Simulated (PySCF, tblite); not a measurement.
# C₆H₅F: geometry, infrared bands, NMR shifts and spin-spin couplings

What infrared bands, NMR shifts and spin-spin couplings should C₆H₅F (`C#CC1=CC[C@H]1F`) show?

Programs: tblite 0.8.0 and PySCF 2.14.0, with density-fitted response routines of our own. Each step states its level of theory. These are calculated values for one molecule in the gas phase, unless marked as measured. Atoms count from 0, in the outputs and in this text.

### 1 The molecule as given

12 atoms, charge 0, multiplicity 1; geometry from: force field or distance geometry start.

Bonds of the start (Å): C0–C1 1.22, C1–C2 1.43, C2–C3 1.32, C3–C4 1.47, C4–C5 1.48, C5–F6 1.38, C5–C2 1.49, C0–H7 1.06, C3–H8 1.10, C4–H9 1.11, C4–H10 1.11, C5–H11 1.11.

### 2 Optimising the geometry with GFN2-xTB

What the job is given:

```
{"job": {"kind": "relax", "xc": "GFN2-xTB", "basis": "xTB"}, "charge": 0, "multiplicity": 1}
C      2.800700     0.736700     0.965100
C      1.697300     0.486100     0.508400
C      0.404800     0.172900    -0.022300
C     -0.084400    -0.315500    -1.150900
C     -1.487200    -0.225100    -0.708400
C     -0.959400     0.342800     0.550400
F     -1.172900    -0.406300     1.695300
H      3.749200     0.985300     1.372500
H      0.367700    -0.695300    -2.075000
H     -1.945600    -1.232400    -0.607200
H     -2.112800     0.514100    -1.258300
H     -1.256200     1.400700     0.704500
```

Command:

```console
> OMP_NUM_THREADS=1 python probes_run.py task.json out
```

This one command runs all jobs of the session in turn.

**Question.** This job is followed by: GFN2-xTB harmonic vibrations, gas phase; GIAO PBE0/pcSseg-1 NMR shielding, non-relativistic, gas phase; B3LYP/pcJ-1 indirect spin-spin coupling, non-relativistic, gas phase. Predict these results of the whole session: strongest single infrared mode (GFN2-xTB); zero-point energy (GFN2-xTB); ¹³C shifts against TMS (PBE0/pcSseg-1); ¹H shifts against TMS (PBE0/pcSseg-1); ¹⁹F shifts against CFCl3 (PBE0/pcSseg-1); largest coupling of the table (B3LYP/pcJ-1).

**Answer**, as computed:

| quantity | value |
| --- | --- |
| strongest single infrared mode (GFN2-xTB) | 1102 cm⁻¹, 65 km/mol |
| zero-point energy (GFN2-xTB) | 54.0 kcal/mol |
| ¹³C shifts against TMS (PBE0/pcSseg-1) | 155.0, 138.9, 93.1, 92.8, 80.8, 40.6 ppm |
| ¹H shifts against TMS (PBE0/pcSseg-1) | 6.79, 5.48, 2.96, 2.81, 2.78 ppm |
| ¹⁹F shifts against CFCl3 (PBE0/pcSseg-1) | -198.5 ppm |
| largest coupling of the table (B3LYP/pcJ-1) | ¹J(C,F) C5–F6, -277.3 Hz |

Relaxing lowered the energy by 0.263 eV in 44 steps; the close pair that moved most is C4–C5, from 1.478 to 1.549 Å. All 30 modes are real, so the xTB geometry is a minimum. The strongest single mode, at 1102 cm⁻¹, is carried by C5, H11, F6. Unscaled tight-binding wavenumbers are off by several per cent, some by more. Its intensities can rank the bands wrongly. The most deshielded hydrogen is H8 (hydrogen on an alkene CH), at 6.79 ppm: olefinic region. At PBE0/pcSseg-1: Shielding is most anisotropic at C1 (span 292 ppm, paramagnetic term -137 ppm). Of the pairs tabulated at B3LYP/pcJ-1, C5–F6 couples most strongly (-277.3 Hz; Fermi contact -310.0 Hz). Couplings across rotatable bonds belong to this one conformer; where others are populated, the observed values are averages.
